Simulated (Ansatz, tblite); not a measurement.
# Mg₂SO with GFN1-xTB from a Python script

These are simulated results from tblite 0.8.0, not measurements. The cell was built from a prototype and was relaxed with r2SCAN in plane waves (Ansatz 0.2.0). It may be hypothetical. All runs are without spin polarisation.

The symmetry is R-3m (No. 166, trigonal); a = 3.340 Å, c = 16.492 Å in the conventional setting, 13.28 Å³ an atom. Around O lie 6 Mg at 2.26 Å; around S lie 6 Mg at 2.48 Å; around Mg lie 3 O at 2.26 Å and 3 S at 2.48 Å.

tblite solves periodic systems at the zone centre alone, so the script builds a cluster of 3×3×1 conventional cells (108 atoms), which folds in a coarse mesh of k points.

The script, run.py:

```python
import json
from ase import Atoms
from ase.build import make_supercell
from ase.units import Bohr, GPa, Hartree
from tblite.interface import Calculator

atoms = Atoms(['O', 'S', 'Mg', 'Mg'],
              cell=[[1.66996275, 0.96415344, 5.49748819], [-1.66996275, 0.96415344, 5.49748819], [0.0, -1.92830689, 5.49748819]],
              scaled_positions=[[1.0, 0.0, 0.0], [0.5, 0.5, 0.5], [0.261661235, 0.261661235, 0.261661235], [0.738338765, 0.738338765, 0.738338765]],
              pbc=True)
cluster = make_supercell(atoms, [[3, -3, 0], [0, 3, -3], [1, 1, 1]])
calc = Calculator('GFN1-xTB', cluster.numbers, cluster.positions / Bohr, lattice=cluster.cell[:] / Bohr, periodic=cluster.pbc)
calc.set('temperature', 0.02 / Hartree)
calc.set('max-iter', 150)
res = calc.singlepoint()
levels = res.get('orbital-energies') * Hartree
nv = round(res.get('orbital-occupations').sum() / 2)
cells = len(cluster) // len(atoms)
out = {'energy_per_cell': res.get('energy') * Hartree / cells, 'homo': levels[nv - 1], 'lumo': levels[nv],
       'stress': (-res.get('virial') * Hartree / cluster.get_volume() / GPa).tolist(), 'charges': res.get('charges')[:len(atoms)].tolist(), 'electrons': 2 * nv / cells}
json.dump(out, open('results.json', 'w'))
for key, value in out.items():
    print(key, value)
```

Command: `python run.py`. It took 8.2 s on 1 thread of Arm Neoverse V1, with other jobs on the host, peak memory 0.14 GiB.

The log:

```
------------------------------------------------------------
  cycle        total energy    energy error   density error
------------------------------------------------------------
      1     -256.1870439905  -2.5564781E+02   1.1629614E+00
      2     -268.1479992745  -1.1960955E+01   4.0975900E-01
      3     -267.8916808970   2.5631838E-01   2.5625305E-01
      4     -269.1101982086  -1.2185173E+00   1.2782104E-01
      5     -268.8848890070   2.2530920E-01   4.3660815E-02
      6     -268.9913980571  -1.0650905E-01   3.5836735E-02
      7     -269.1182006648  -1.2680261E-01   1.6571072E-02
      8     -269.1372868255  -1.9086161E-02   6.6823556E-03
      9     -269.1207470312   1.6539794E-02   1.2844472E-02
     10     -269.1292603468  -8.5133156E-03   9.6166754E-03
     11     -269.1342591431  -4.9987963E-03   7.2647397E-03
     12     -269.1390978728  -4.8387296E-03   3.0408367E-03
     13     -269.1402285355  -1.1306628E-03   1.1593791E-03
     14     -269.1402659068  -3.7371313E-05   9.7618997E-04
     15     -269.1403793730  -1.1346618E-04   2.0688906E-04
     16     -269.1403834886  -4.1155609E-06   4.9409106E-05
     17     -269.1403836236  -1.3505854E-07   3.3980484E-05
     18     -269.1403836611  -3.7485336E-08   2.7934588E-05
     19     -269.1403837343  -7.3174817E-08   1.2324031E-05
------------------------------------------------------------

 total:                                   7.410 sec
energy_per_cell -271.2475139459444
homo -11.87899823381043
lumo -11.87899823362268
stress [[5.745370504356114, -0.0004622002017931841, -3.5582431845109134e-06], [-0.00046220020179267167, 5.7448367851750275, -6.338624003685637e-07], [-3.558243184284214e-06, -6.338624002715353e-07, 1.9316748132056805]]
charges [-0.8101360674453666, -0.3911411598483888, 0.6006473377124503, 0.6006477117485509]
electrons 16.0
```

The cycle table is in hartree for the whole cluster, and the lines after it are in eV (the energy for one cell). The printed stress is in GPa and positive in compression, and the pressure is its mean diagonal.

GFN1-xTB gives no gap at the points read. On the same cell, plane-wave PBE (Ansatz, 10×10×10 k points and the special points) gives a gap of 1.00 eV and r2SCAN a gap of 1.63 eV; on shared hosts these took about 8.1 and 22 core-seconds on the 4-atom cell, against 8.2 for the script. Semilocal gaps usually lie below measured ones. This method closes a gap that PBE finds, a failure in kind.

The same script was run on cells scaled at fixed shape and fractional coordinates:

| volume (Å³/atom) | energy (meV/atom) | pressure (GPa, positive in compression) | gap (eV) |
| --- | --- | --- | --- |
| 11.68 | 117.0 | 20.91 | 0.00 |
| 12.48 | 38.3 | 11.30 | 0.00 |
| 13.28 | 0.0 | 4.47 | 0.00 |
| 14.07 | -9.3 | -0.49 | 0.00 |
| 14.87 | 2.6 | -4.11 | 0.00 |

A Birch-Murnaghan fit puts the minimum at 13.98 Å³/atom, 5.3 % above the given cell, with a bulk modulus of 76.6 GPa at fixed shape.

xTB was fitted mostly to molecules, and a small cluster samples few k points, so gaps, pressures and kinks along a curve can be far from a solid's.
